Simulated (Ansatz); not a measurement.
Run this with Ansatz 0.2.0, Python API and show what comes out.

`geh3n.py`:
```python
import ansatz
import numpy as np

BASIS = "def2-SVP"
XC = "hf"


def main() -> None:
    molecule = (
        ansatz.Crystal.molecule()
        .atom("N", [1.7865, -0.2182, 0.0791])
        .atom("Ge", [-0.0623, 0.0076, -0.0028])
        .atom("H", [-0.3902, 1.3064, -0.7828])
        .atom("H", [-0.6346, 0.1095, 1.4343])
        .atom("H", [-0.6994, -1.2054, -0.7279])
    )

    model = (
        molecule.calculation()
        .basis(gaussian=BASIS)
        .functional(XC)
        .spin("collinear", total=2)
    )
    symbols = [site.symbol for site in molecule.cartesian_sites]
    pairs = [(0, 1), (1, 2), (1, 3), (1, 4)]
    print("held (A)   E (eV)        ", "  ".join(f"{symbols[i]}{i}-{symbols[j]}{j}" for i, j in pairs))
    for length in [1.43, 1.55, 1.67, 1.86, 2.09]:
        rep = model.relax(constraints=[ansatz.DistanceConstraint((1, 4), at=length)], force_tolerance=0.02, max_steps=60).run(threads=1, backend="cpu").report
        xyz = np.array(rep["positions_ang"])
        print(f"{length:6.2f} {rep['free_energy_ev']:14.5f}  ", "  ".join(f"{np.linalg.norm(xyz[i] - xyz[j]):.3f}" for i, j in pairs))


if __name__ == "__main__":
    main()
```

```console
$ python geh3n.py
held (A)   E (eV)         N0-Ge1  Ge1-H2  Ge1-H3  Ge1-H4
DeckWarning: relax.constraints: the input's atoms, or those drawn, lie off the distances that are held; a relaxation that starts there is brought onto them ahead of its first SCF, by positions alone, an atom by 6.01e-2 Å at the most. With the symmetry [...]
  1.43   -57992.15510   1.903  1.532  1.532  1.430
  1.55   -57992.26099   1.901  1.530  1.530  1.550
  1.67   -57992.11564   1.899  1.529  1.529  1.670
  1.86   -57991.61214   1.895  1.527  1.527  1.860
  2.09   -57990.83816   1.885  1.524  1.524  2.090
```
(Warnings from the package without file and line, shortened, repeats left out.)

Notes:
- Total energies depend on the basis set; only differences at equal settings carry meaning.
- The energies are electronic: no zero-point or thermal terms, and the basis set is short of its limit.
- The run takes the species as open-shell (spin multiplicity 3), which needn't be its ground state.
- Wall time of the script: 30 s on 1 thread of Arm Neoverse V1 (shared host), peak memory 0.2 GiB.
